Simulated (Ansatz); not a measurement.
# C2H2ClFSi: the cost of one run

Program: the Python package of Ansatz 0.2.0. Level of theory: r2SCAN/cc-pVDZ. These are calculated values, not measurements.

### Step 1. The system

Bond lengths: F1–C2 1.405 Å, C2–C3 1.354 Å, C3–Cl4 1.644 Å, C2–Si5 1.776 Å, C3–Si5 1.799 Å, Si5–H6 1.512 Å, Si5–H7 1.483 Å. Angles: F1–C2–C3 123.3°, F1–C2–Si5 133.3°, C3–C2–Si5 68.7°, C2–C3–Cl4 122.9°, C2–C3–Si5 66.8°, Cl4–C3–Si5 138.0°, C2–Si5–C3 44.5°, C2–Si5–H6 118.3°, C2–Si5–H7 119.8°, C3–Si5–H6 112.1°, C3–Si5–H7 114.6°, H6–Si5–H7 121.2°.

No structure file is read: the coordinates are typed or built in the script.

### Step 2. The script

deck_c2h2clfsi.py

```python
"""Run C2H2ClFSi from an input written out key by key."""

import ansatz as az

DECK = """
crystal:
  periodic: [false, false, false]
  atoms:
    - { symbol: F, position_ang: [1.1902, -1.4442, 1.088] }
    - { symbol: C, position_ang: [0.2324, -0.4324, 0.9029] }
    - { symbol: C, position_ang: [-0.7937, -0.5316, 0.0249] }
    - { symbol: Cl, position_ang: [-1.0961, -1.8945, -0.8437] }
    - { symbol: Si, position_ang: [0.1511, 0.9886, -0.1598] }
    - { symbol: H, position_ang: [-0.6181, 2.1983, 0.3197] }
    - { symbol: H, position_ang: [0.9955, 1.0477, -1.3777] }
basis:
  gaussian: { orbitals: cc-pVDZ }
hamiltonian:
  xc: r2scan
"""

session = az.Session.from_yaml(DECK)
report = session.plan(threads=1).execute().report

print(f"E = {report['free_energy_ev']:.6f} eV = {report['free_energy_ev'] / 27.211386246:.7f} Ha")
print("converged:", report["converged"], " doubts:", report["published_state_doubts"] or "none")
symbols = ["F", "C", "C", "Cl", "Si", "H", "H"]
field = report["mean_field"]
print("<S^2> =", round(abs(field["state"]["spin_squared"]), 4), " all-electron relativity setting:", field["relativity"])
print("passes:", field["passes"])
if "symmetry" in field:
    print("occupied orbitals by irrep:", field["symmetry"]["occupied"])
```

### Step 3. Launch

Launch:

```console
$ python deck_c2h2clfsi.py
```

What time and memory should one allow on 1 thread of Arm Neoverse V1, shared host?

About 5.3 s, with a peak of 0.19 GiB.
